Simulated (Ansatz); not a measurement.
# AlNi3: the cost of one run

Method: DFT PBE, scalar-relativistic, plane waves, PAW, in Ansatz 0.2.0.

These runs use a low cutoff (300 eV) and a coarse mesh on purpose, to show what cheap settings give: their numbers aren't properties of the material.

## (1) The system as given

It takes space group Pm-3m (No. 221, cubic). The conventional cell has a = 3.523 Å, b = 3.523 Å, c = 3.523 Å, α = 90.00°, β = 90.00°, γ = 90.00°. Around Al (site symmetry m-3m) lie 12 Ni at 2.49 Å. Ni (site symmetry 4/mmm) is surrounded by 4 Al at 2.49 Å and 8 Ni at 2.49 Å.

Structure file:

```cif
data_structure
_symmetry_space_group_name_H-M 'P 1'
_symmetry_Int_Tables_number 1
_cell_length_a 3.5231
_cell_length_b 3.5231
_cell_length_c 3.5231
_cell_angle_alpha 90.000
_cell_angle_beta 90.000
_cell_angle_gamma 90.000
_cell_volume 43.73
loop_
_atom_site_label
_atom_site_type_symbol
_atom_site_fract_x
_atom_site_fract_y
_atom_site_fract_z
_atom_site_occupancy
Al1 Al 0.00000 0.00000 0.00000 1
Ni1 Ni 0.00000 0.50000 0.50000 1
Ni2 Ni 0.50000 0.00000 0.50000 1
Ni3 Ni 0.50000 0.50000 0.00000 1
```

Starting moments: Ni 0.80 μB.

## (2) At the starting volume

input.yaml reads:

```yaml
crystal:
  lattice:
    - [3.5230547267, 0.0, 0.0]
    - [0.0, 3.5230547267, 0.0]
    - [0.0, 0.0, 3.5230547267]
  atoms:
    - { symbol: Al, position: [0.0, 0.0, 0.0] }
    - { symbol: Ni, position: [0.0, 0.5, 0.5], spin: 0.8 }
    - { symbol: Ni, position: [0.5, 0.0, 0.5], spin: 0.8 }
    - { symbol: Ni, position: [0.5, 0.5, 0.0], spin: 0.8 }
basis:
  ecutwfc: 300
  ecutrho_ratio: 4
kpoints:
  mp_grid: { grid: [6, 6, 6] }
hamiltonian:
  xc: pbe
scf:
  occupations: { method: gaussian, width: 0.05 }
output:
  forces: true
  stress: true
  eigenvalues: true
  populations: true
magnetization:
  spin_polarized: true
```

On the command line:

```sh
$ ansatz run input.yaml --threads 1 --pin off --max-ram 2560MiB --backend cpu --events-out ev --progress --plain --runs-dir out
```

Q: Estimate wall time and peak memory on 1 thread of Intel Xeon Platinum 8488C (Sapphire Rapids), shared host.

About 5.2 s, with a peak of 0.4 GiB.
